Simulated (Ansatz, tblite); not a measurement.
Ga$_{2}$O$_{3}$: GFN2-xTB, run from Python

These are simulated results from tblite 0.8.0, not measurements. The cell was built from a prototype and was relaxed with r2SCAN in plane waves (Ansatz 0.2.0). Not every such cell is a known phase. All runs are without spin polarisation.

The symmetry is R-3c (No. 167, trigonal); a = 4.985 Å, c = 13.442 Å in the conventional setting, 9.64 Å³ an atom. Around Ga lie 6 O at 1.93–2.07 Å; around O lie 4 Ga at 1.93–2.07 Å.

tblite solves periodic systems at the zone centre alone, so the script builds a cluster of 2×2×1 conventional cells (120 atoms), which folds in a coarse mesh of k points.

Input script:

```python
import json
from ase import Atoms
from ase.build import make_supercell
from ase.units import Bohr, GPa, Hartree
from tblite.interface import Calculator

atoms = Atoms(['Ga', 'Ga', 'Ga', 'Ga', 'O', 'O', 'O', 'O', 'O', 'O'],
              cell=[[2.49226, 1.438907, 4.480644], [-2.49226, 1.438907, 4.480644], [-0.0, -2.877814, 4.480644]],
              scaled_positions=[[0.855426, 0.855426, 0.855426], [0.355426, 0.355426, 0.355426], [0.144574, 0.144574, 0.144574], [0.644574, 0.644574, 0.644574], [0.446367, 0.053633, 0.75], [0.053633, 0.75, 0.446367], [0.553633, 0.946367, 0.25], [0.25, 0.553633, 0.946367], [0.946367, 0.25, 0.553633], [0.75, 0.446367, 0.053633]],
              pbc=True)
cluster = make_supercell(atoms, [[2, -2, 0], [0, 2, -2], [1, 1, 1]])
calc = Calculator('GFN2-xTB', cluster.numbers, cluster.positions / Bohr, lattice=cluster.cell[:] / Bohr, periodic=cluster.pbc)
calc.set('temperature', 0.02 / Hartree)
calc.set('max-iter', 150)
res = calc.singlepoint()
levels = res.get('orbital-energies') * Hartree
nv = round(res.get('orbital-occupations').sum() / 2)
cells = len(cluster) // len(atoms)
out = {'energy_per_cell': res.get('energy') * Hartree / cells, 'homo': levels[nv - 1], 'lumo': levels[nv],
       'stress': (-res.get('virial') * Hartree / cluster.get_volume() / GPa).tolist(), 'charges': res.get('charges')[:len(atoms)].tolist(), 'electrons': 2 * nv / cells}
json.dump(out, open('results.json', 'w'))
for key, value in out.items():
    print(key, value)
```

Command: `python run.py`. It took 15 s on 1 thread of Arm Neoverse V2, on a shared host, peak memory 0.17 GiB.

Output:

```
------------------------------------------------------------
  cycle        total energy    energy error   density error
------------------------------------------------------------
      1     -335.8370772073  -3.3637963E+02   4.4143818E-01
      2     -349.3744633530  -1.3537386E+01   1.7185672E-01
      3     -350.3137965503  -9.3933320E-01   1.6995488E-01
      4     -358.1937121212  -7.8799156E+00   5.7249948E-02
      5     -358.2528468164  -5.9134695E-02   3.3679204E-02
      6     -358.3917687802  -1.3892196E-01   2.2233166E-02
      7     -358.4866097971  -9.4841017E-02   1.2570425E-02
      8     -358.4845533205   2.0564766E-03   1.2254071E-02
      9     -358.4852299581  -6.7663763E-04   1.1839762E-02
     10     -358.5035231509  -1.8293193E-02   3.4814593E-03
     11     -358.5049184486  -1.3952977E-03   1.7198323E-03
     12     -358.5052478863  -3.2943768E-04   8.8897333E-04
     13     -358.5053789341  -1.3104788E-04   5.4498263E-05
     14     -358.5053794330  -4.9884193E-07   1.5167893E-05
------------------------------------------------------------

 total:                                  14.129 sec
energy_per_cell -812.9523559635735
homo -13.926254578124663
lumo -12.662572765756247
stress [[-0.11127414514582384, -0.00010964786616582282, 2.023786872730143e-05], [-0.00010964786616582854, -0.1114034690723709, -1.180445499500814e-05], [2.0237868727535552e-05, -1.1804454994909278e-05, -1.4120341599098376]]
charges [0.3728099506250597, 0.3727925420024396, 0.3728090071843543, 0.37279348259703726, -0.24852561226106817, -0.24852519157985098, -0.24852373981284126, -0.2485252454275131, -0.24852352699040692, -0.2485218310373234]
electrons 48.0
```

The cycle table is in hartree for the whole cluster, and the lines after it are in eV (the energy for one cell). The printed stress is in GPa and positive in compression, and the pressure is its mean diagonal.

GFN2-xTB gives a gap of 1.26 eV. On the same cell, plane-wave PBE (Ansatz, 6×6×6 k points and the special points) gives a gap of 2.85 eV and r2SCAN a gap of 3.55 eV; on shared hosts these took about 11 and 25 core-seconds on the 10-atom cell, against 15 for the script. Semilocal gaps usually lie below measured ones. xTB was fitted to molecules, so gaps, charges and pressures of solids can be far off, and the gap also depends on the size of the cluster.

The same script was run on cells scaled at fixed shape and fractional coordinates:

| volume (Å³/atom) | energy (meV/atom) | pressure (GPa, positive in compression) | gap (eV) |
| --- | --- | --- | --- |
| 8.48 | 77.3 | 24.32 | 2.05 |
| 9.06 | 16.2 | 10.60 | 1.63 |
| 9.64 | 0.0 | -0.54 | 1.26 |
| 10.22 | 16.5 | -8.25 | 0.95 |
| 10.80 | 56.8 | -13.96 | 0.68 |

A Birch-Murnaghan fit puts the minimum at 9.61 Å³/atom, 0.3 % below the given cell, with a bulk modulus of 152 GPa at fixed shape.

xTB was fitted mostly to molecules, and a small cluster samples few k points, so gaps, pressures and kinks along a curve can be far from a solid's.
